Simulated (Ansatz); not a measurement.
Crystal: Ta3N.

```xyz
4
Lattice="3.0322 0.0000 0.0000 -1.5161 2.6260 0.0000 0.0000 0.0000 7.5241" Properties=species:S:1:pos:R:3 pbc="T T T"
Ta    1.5161    0.8753    6.2155
Ta    0.0000    1.7507    1.3087
Ta    0.0000    0.0000    3.7621
N     0.0000    0.0000    0.0000
```

The cell comes from a database or a generator and needn't be the stable form of this composition.

Base run:

* Program: Ansatz 0.2.0
* Functional: revPBE
* Potentials or basis: Ansatz PAW
* Cutoff: 420 eV (not typed: the program's choice for these potentials)
* k mesh: 7 × 7 × 3
* Occupations: fermi-dirac, width 0.05 eV
* Spin: no spin polarisation

Its results: band gap on the k mesh none (metal or under the smearing width); pressure 1.9 GPa; largest force 0.208 eV/Å.

Question: After a change of settings the same cell gave: band gap on the k mesh none (metal or under the smearing width); pressure -3.9 GPa; largest force 0.227 eV/Å. Which change was it?
A. functional from revPBE to LDA; spin from no spin polarisation to spin-orbit coupling, no magnetisation; potential files from those of the base run to others of the same set
B. functional from revPBE to r2SCAN; cutoff from 420 eV (not typed: the program's choice for these potentials) to 500 eV (not typed: the program's choice for these potentials)
C. functional from revPBE to LDA
D. functional from revPBE to PBEsol

Answer: B.

Caveats: spin-orbit coupling is left out, which moves the levels of the heavy elements; the PAW data sets come from PBE, with cores solved anew for the run's functional, which leaves a small shift of forces and pressure.
